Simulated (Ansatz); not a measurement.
This script for the Python package of Ansatz (0.2.0) starts 3 runs on HfZn, space group Pm-3m. What input does the engine get in each?

`xc.py`
```python
import ansatz as az
import pandas as pd


def main() -> None:
    lattice = az.Lattice.of(
        (3.275105, 0.0, 0.0),
        (0.0, 3.275105, 0.0),
        (0.0, 0.0, 3.275105),
    )
    sites = [
        ('Hf', (0.5, 0.5, 0.5)),
        ('Zn', (0.0, 0.0, 0.0)),
    ]
    xtal = az.Crystal(lattice=lattice)
    for symbol, position in sites:
        xtal = xtal.atom(symbol, position)

    calc = xtal.calculation().pseudopotentials('paw').kpoints(density=3.4).occupations('fermi_dirac', width=0.15)

    rows = []
    for value in ['lda', 'pbesol', 'blyp']:
        summary = calc.functional(value).run(threads=1, backend='cpu').report
        rows.append((value, summary['free_energy_ev'] / len(summary['lattice']['sites']), summary['n_iterations'], summary['n_kpoints']))

    table = pd.DataFrame(rows, columns=['functional', 'F/atom (eV)', 'iterations', 'k-points'])
    print(table.round(5).to_string(index=False))


if __name__ == '__main__':
    main()
```

Run 1:
```yaml
crystal:
  lattice:
    - [3.275105, 0.0, 0.0]
    - [0.0, 3.275105, 0.0]
    - [0.0, 0.0, 3.275105]
  atoms:
    - { symbol: Hf, position: [0.5, 0.5, 0.5] }
    - { symbol: Zn, position: [0.0, 0.0, 0.0] }
kpoints:
  mp_grid:
    kspacing: 0.29411764705882354
hamiltonian:
  xc: lda
  pseudopotentials:
    kind: paw
scf:
  occupations:
    method: fermi_dirac
    width: 0.15
```

Run 2, against run 1:
```diff
-  xc: lda
+  xc: pbesol
```

Run 3, against run 1:
```diff
-  xc: lda
+  xc: blyp
```

Running `python xc.py` prints:
```text
DeckWarning: basis.ecutwfc = 420 eV, auto-derived from the records' recommended cutoffs: set by Hf (normal level)
functional  F/atom (eV)  iterations  k-points
       lda  -9361.78529           7        20
    pbesol  -9439.69387           7        20
      blyp  -9536.87325           8        20
```
(Warnings from the package without file and line.)

A Fermi-Dirac width this large means warm electrons, whose thermal share enters the free energy. Spin-orbit coupling, which matters for elements this heavy, is left out. This cell is a computed structure, which may not be the phase found in nature. Total energies of different functionals can't be compared; pressures, moments and gaps at this one structure can. Timing: 3.6 s on 1 thread of Arm Neoverse V2, with other jobs on the host, peak memory 0.41 GiB.

(Lines on the test bed's own set-up are left out of the output.)
